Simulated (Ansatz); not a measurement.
**Si2H6O2 (SMILES O[SiH2][SiH2]O) at HF/3-21G**

What is the electronic atomisation energy of Si2H6O2 at HF/3-21G? 

The calculation is run with Ansatz 0.2.0.

48 further runs of the same task are left out: 48 set aside as unsound or not needed. Runs told in other sessions of the task aren't counted.

## (1) The system as given

Si2H6O2 has 10 atoms, charge 0, and is taken as a singlet. As SMILES, `O[SiH2][SiH2]O`. The coordinates come from a PBE0-D4/def2-TZVP relaxation. This is one conformer, not always the lowest.

Bond lengths: O1–Si2 1.656 Å, Si2–Si3 2.357 Å, Si3–O4 1.656 Å, O1–H5 0.958 Å, Si2–H6 1.487 Å, Si2–H7 1.494 Å, Si3–H8 1.493 Å, Si3–H9 1.487 Å, O4–H10 0.958 Å. Some angles: O1–Si2–Si3 112.1°, Si2–Si3–O4 112.1°, O1–Si2–H6 105.4°, O1–Si2–H7 111.3°, Si3–Si2–H6 110.5°, Si3–Si2–H7 109.5°, Si2–O1–H5 117.4°, Si2–Si3–H8 109.5°, Si2–Si3–H9 110.5°, O4–Si3–H8 111.3°.

## (2) The energy at HF/3-21G

molecule.yaml reads:

```yaml
crystal:
  periodic: [false, false, false]
  atoms:
    - {symbol: O, position_ang: [-1.023300, 1.887700, 1.029000]}
    - {symbol: Si, position_ang: [0.114300, 0.686000, 0.959700]}
    - {symbol: Si, position_ang: [-0.148600, -0.673600, -0.947700]}
    - {symbol: O, position_ang: [0.987200, -1.877000, -1.014900]}
    - {symbol: H, position_ang: [-1.013300, 2.545500, 0.332800]}
    - {symbol: H, position_ang: [-0.079100, -0.112900, 2.199100]}
    - {symbol: H, position_ang: [1.498300, 1.246700, 0.986300]}
    - {symbol: H, position_ang: [-1.533500, -1.232000, -0.975500]}
    - {symbol: H, position_ang: [0.047500, 0.124300, -2.187300]}
    - {symbol: H, position_ang: [0.975700, -2.534100, -0.318000]}
basis:
  gaussian: {orbitals: 3-21G.json}
hamiltonian: {xc: hf}
accuracy: high
output: {orbitals: {seedname: orbitals}}
```

The basis set 3-21G is read from a file made from the Basis Set Exchange's data (not shown).

On the command line:

```sh
$ ansatz run molecule.yaml --threads 1 --pin off --max-ram 2610MiB --events-out events.jsonl --progress --plain --runs-dir runs
```

Standard output:

```text
Warning: RAYON_NUM_THREADS=1 ignored (pool sized by the plan → 1); use --threads N
Functional definition: HF
  name "HF"
  exchange = exact_x
  correlation = 0
1275 factors; integrals over basis functions are off by at most 9.0e-9 eV
mean field evaluation 1: about -19784.8872 eV, gradient 4.1e1 eV
mean field evaluation 2: about -19785.2286 eV, gradient 4.2e1 eV
mean field evaluation 4: about -19788.4739 eV, gradient 2.0e0 eV
mean field evaluation 8: about -19788.5070 eV, gradient 7.3e-2 eV
mean field evaluation 16: about -19788.5070 eV, gradient 4.7e-8 eV
mean field -19788.50699990 eV, -727.2142191145 hartree, gradient 4.7e-8 eV, S^2 0.000000; 0 other end points of the search recorded, 0 dependent functions left out
reference -19788.50699990 eV, -727.2142191145 hartree; 25, 25 occupied and 31, 31 virtual orbitals, 1275 factors
Total energy: -19788.50699990 eV, -727.2142191145 hartree
```

Run time: 0.81 s. Hardware: 1 thread of Arm Neoverse V1, shared host; peak memory 0.13 GiB.

## (3) The H atom at the same level

job.yaml reads:

```yaml
crystal:
  periodic: [false, false, false]
  atoms:
    - {symbol: H, position_ang: [0.000000, 0.000000, 0.000000]}
basis:
  gaussian:
    orbitals: 3-21G.json
magnetization:
  spin_polarized: true
  initial_magnetization: 1
hamiltonian:
  xc: hf
accuracy: high
```

The basis set 3-21G is read from a file made from the Basis Set Exchange's data (not shown).

Run the same way, it converges to -0.49620 Eh (log not shown).

## (4) The O atom at the same level

input.yaml reads:

```yaml
crystal:
  periodic: [false, false, false]
  atoms:
    - {symbol: O, position_ang: [0.000000, 0.000000, 0.000000]}
basis:
  gaussian: {orbitals: 3-21G.json}
hamiltonian: {xc: hf}
magnetization: {spin_polarized: true, initial_magnetization: 2}
total_charge: 0
accuracy: high
```

The basis set 3-21G is read from a file made from the Basis Set Exchange's data (not shown).

On the command line:

```sh
$ ansatz run input.yaml --threads 1 --pin off --max-ram 2610MiB --events-out events.jsonl --progress --plain --runs-dir runs
```

Standard output:

```text
Warning: RAYON_NUM_THREADS=1 ignored (pool sized by the plan → 1); use --threads N
[... 4 set-up lines as earlier in the session ...]
42 factors; integrals over basis functions are off by at most 1.4e-9 eV
mean field evaluation 1: about -2024.2447 eV, gradient 5.2e0 eV
mean field evaluation 2: about -2024.2456 eV, gradient 5.2e0 eV
mean field evaluation 4: about -2024.3533 eV, gradient 4.5e-1 eV
mean field evaluation 8: about -2024.3545 eV, gradient 8.4e-7 eV
mean field evaluation 16: about -2024.3543 eV, gradient 2.2e-1 eV
mean field -2024.35454065 eV, -74.3936572123 hartree, gradient 1.5e-8 eV, S^2 2.001100; 0 other end points of the search recorded, 0 dependent functions left out
reference -2024.35454065 eV, -74.3936572123 hartree; 5, 3 occupied and 4, 6 virtual orbitals, 42 factors
Total energy: -2024.35454065 eV, -74.3936572123 hartree
```

Run time: 0.04 s. Hardware: 1 thread of Arm Neoverse V1, shared host.

## (5) The Si atom at the same level

in.yaml reads:

```yaml
crystal:
  periodic: [false, false, false]
  atoms:
    - {symbol: Si, position_ang: [0.000000, 0.000000, 0.000000]}
basis:
  gaussian:
    orbitals: 3-21G.json
magnetization:
  spin_polarized: true
  initial_magnetization: 2
hamiltonian:
  xc: hf
accuracy: high
```

The basis set 3-21G is read from a file made from the Basis Set Exchange's data (not shown).

Run the same way, it converges to -287.34443 Eh (log not shown).

## (6) What came out

At HF/3-21G:

| quantity | value |
| --- | --- |
| molecule: total energy | -727.21422 Eh |
| molecule: HOMO energy | -10.24 eV |
| molecule: LUMO energy | 2.72 eV |
| molecule: HOMO–LUMO gap | 12.95 eV |
| H atom: total energy | -0.49620 Eh |
| H atom: ⟨S²⟩ | 0.750 |
| O atom: total energy | -74.39366 Eh |
| O atom: ⟨S²⟩ | 2.001 |
| Si atom: total energy | -287.34443 Eh |
| Si atom: ⟨S²⟩ | 2.000 |
| electronic atomisation energy | 20.704 eV |

In words: Taking the molecule apart into free atoms costs 20.70 eV (477 kcal/mol), before zero-point energy and without spin-orbit coupling. Hartree–Fock lacks the correlation of the bonding pairs, which as a rule makes this value much too low; in minimal bases other errors can mask that. The basis has no polarisation functions, which makes bonds too weak.
